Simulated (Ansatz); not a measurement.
# FH2O2SV: one species, many methods

The task here is to estimate one member of a computed series from the others.

The runs use Ansatz 0.2.0, Gaussian basis; functionals in def2-TZVPP, the program's frozen cores in correlated methods.

The runs, in order: LDA (SPW92), PBE-D4, revPBE-D4, BLYP-D4, r2SCAN-D4, B97M-V, PBE0-D4, B3LYP-D4, r2SCANh-D4, r2SCAN0-D4, HSE06-D4, BHLYP-D4, CAM-B3LYP-D4, LC-ωPBE, ωB97X-V, ωB97M-V, B2PLYP, PBE-QIDH; CCSD(T)/def2-SVP; CCSD(T)/def2-TZVPP; MP2/def2-QZVPP; extrapolation to the limit; RPA on PBE.

## The geometry

All runs share one geometry, relaxed beforehand with PBE0-D4 in a triple-zeta def2 set.

SMILES `[OH][V]([OH])([F])=[S]`, 7 atoms, charge 0, spin multiplicity 1.

Atoms are counted from 1 here; the program's logs count them from 0.

Bond lengths: O1–V2 1.744 Å, O1–H6 0.961 Å, V2–O3 1.744 Å, V2–F4 1.727 Å, V2–S5 1.996 Å, O3–H7 0.961 Å. Angles: V2–O1–H6 124.2°, O1–V2–O3 108.9°, O1–V2–F4 109.5°, O1–V2–S5 109.7°, O3–V2–F4 109.5°, O3–V2–S5 109.7°, F4–V2–S5 109.6°, V2–O3–H7 124.2°.

Coordinates:

```mol
FH2O2SV
  3D, bonds by distance, orders not assigned

  7  6  0  0  0  0  0  0  0  0999 V2000
   -1.0048    0.5821    1.1165 O   0  0
   -0.0304   -0.3358   -0.0009 V   0  0
    1.6105    0.2501    0.0691 O   0  0
   -0.0649   -2.0045    0.4418 F   0  0
   -0.7445   -0.1197   -1.8524 S   0  0
   -1.8214    1.0300    0.8787 H   0  0
    2.1168    0.5300   -0.6985 H   0  0
  1  2  8  0
  2  3  8  0
  2  4  8  0
  2  5  8  0
  1  6  8  0
  3  7  8  0
M  END
```

Set-up of the first run:

Input file in.yaml:

```yaml
crystal:
  periodic: [false, false, false]
  atoms:
    - {symbol: O, position_ang: [-1.004849, 0.582068, 1.116512]}
    - {symbol: V, position_ang: [-0.030411, -0.335773, -0.000946]}
    - {symbol: O, position_ang: [1.610491, 0.250073, 0.069050]}
    - {symbol: F, position_ang: [-0.064912, -2.004531, 0.441821]}
    - {symbol: S, position_ang: [-0.744520, -0.119741, -1.852427]}
    - {symbol: H, position_ang: [-1.821381, 1.029979, 0.878727]}
    - {symbol: H, position_ang: [2.116780, 0.530025, -0.698537]}
basis:
  gaussian: {orbitals: def2-TZVPP}
hamiltonian: {xc: lda}
output: {orbitals: {seedname: orbitals}}
```

Among the steps run: LDA; PBE-D4 (GGA); revPBE-D4 (GGA); BLYP-D4 (GGA); r2SCAN-D4 (meta-GGA); B97M-V (meta-GGA); PBE0-D4 (hybrid); B3LYP-D4 (hybrid); r2SCANh-D4 (hybrid); r2SCAN0-D4 (hybrid); HSE06-D4 (hybrid); BHLYP-D4 (hybrid); CAM-B3LYP-D4 (range-separated); LC-ωPBE-D4 (range-separated; the results give it without D4); ωB97X-V (range-separated); ωB97M-V (range-separated); B2PLYP (double hybrid); PBE-QIDH (double hybrid).

One table of the session follows, with a row left open; its other results are not shown here.

It belongs to the step «Frontier levels by functional». 

```
  functional  HOMO (eV)  LUMO (eV)  gap (eV)
 LDA (SPW92)      -7.28      -4.24      3.04
      PBE-D4      -7.09      -4.02      3.07
   revPBE-D4      -7.02      -3.94      3.08
     BLYP-D4      -6.94      -3.91      3.03
   r2SCAN-D4      -7.40      -4.06      3.34
      B97M-V      -7.43      -4.04      3.39
     PBE0-D4      -8.38      -3.26      5.12
    B3LYP-D4          ?          ?         ?
  r2SCANh-D4      -7.87      -3.75      4.12
  r2SCAN0-D4      -8.58      -3.27      5.31
    HSE06-D4      -7.97      -3.64      4.33
    BHLYP-D4      -9.50      -2.31      7.19
CAM-B3LYP-D4      -9.69      -2.19      7.50
     LC-ωPBE     -11.02      -1.13      9.89
     ωB97X-V     -10.67      -1.12      9.55
     ωB97M-V     -10.53      -1.08      9.46
```

**Question.** Estimate the row for B3LYP-D4.

Worked estimate for «HOMO (eV)». Against the share of exact exchange, BLYP-D4 (0, -6.94), BHLYP-D4 (0.5, -9.50) give a slope of -5.12 per unit share; at 0.2 the line stands at -7.96.

As computed: HOMO (eV): -8.13; LUMO (eV): -3.48; gap (eV): 4.65. In «HOMO (eV)» the line misses by +0.17.
